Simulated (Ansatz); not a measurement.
# FH3OSZn: the cost of one run

All numbers below are computed with Ansatz 0.2.0 (RKS PBE0-D4/def2-SVP).

### Step 1. Starting point

Bond lengths: Zn1–F2 2.129 Å, Zn1–O3 1.734 Å, Zn1–S5 2.652 Å, O3–H6 0.960 Å, S5–H7 1.327 Å. Angles: F2–Zn1–O3 104.9°, F2–Zn1–S5 71.5°, O3–Zn1–S5 157.3°, Zn1–O3–H6 107.2°, Zn1–S5–H7 98.0°.

As a file:

```xyz
7

Zn   -0.0605   -0.5498   -0.7519
F     0.5642   -0.0434    1.2195
O    -0.0914   -2.2831   -0.7789
H    -0.0086    0.9977    1.0505
S    -0.9063    1.9040   -0.2060
H     0.3151   -2.5869    0.0358
H     0.1875    2.5615   -0.5691
```

### Step 2. Pulling towards end A

Springs on the bonds that form and break draw the guess towards this end; the thresholds are loose.

input.yaml reads:

```yaml
crystal:
  periodic: [false, false, false]
  atoms:
    - { symbol: Zn, position_ang: [-0.0605, -0.5498, -0.7519] }
    - { symbol: F, position_ang: [0.5642, -0.0434, 1.2195] }
    - { symbol: O, position_ang: [-0.0914, -2.2831, -0.7789] }
    - { symbol: H, position_ang: [-0.0086, 0.9977, 1.0505] }
    - { symbol: S, position_ang: [-0.9063, 1.904, -0.206] }
    - { symbol: H, position_ang: [0.3151, -2.5869, 0.0358] }
    - { symbol: H, position_ang: [0.1875, 2.5615, -0.5691] }
basis:
  gaussian: { orbitals: def2-SVP }
hamiltonian:
  xc: pbe0
  dispersion: d4
relax:
  f_tol: 0.15
  max_steps: 25
  restrain:
    - { distance: [0, 4], at: 3.57, k: 30.0 }
    - { distance: [3, 1], at: 2.18, k: 30.0 }
    - { distance: [0, 1], at: 1.79, k: 30.0 }
    - { distance: [3, 4], at: 1.36, k: 30.0 }
```

Run with:

```bash
$ ansatz run input.yaml --threads 2 --pin off --max-ram 3072MiB --backend cpu --events-out ev --progress --plain --runs-dir out
```

**Question.** How long does this run take on 2 threads of Arm Neoverse V1, shared host, and how much memory does it need?

About 36 s, with a peak of 0.2 GiB.
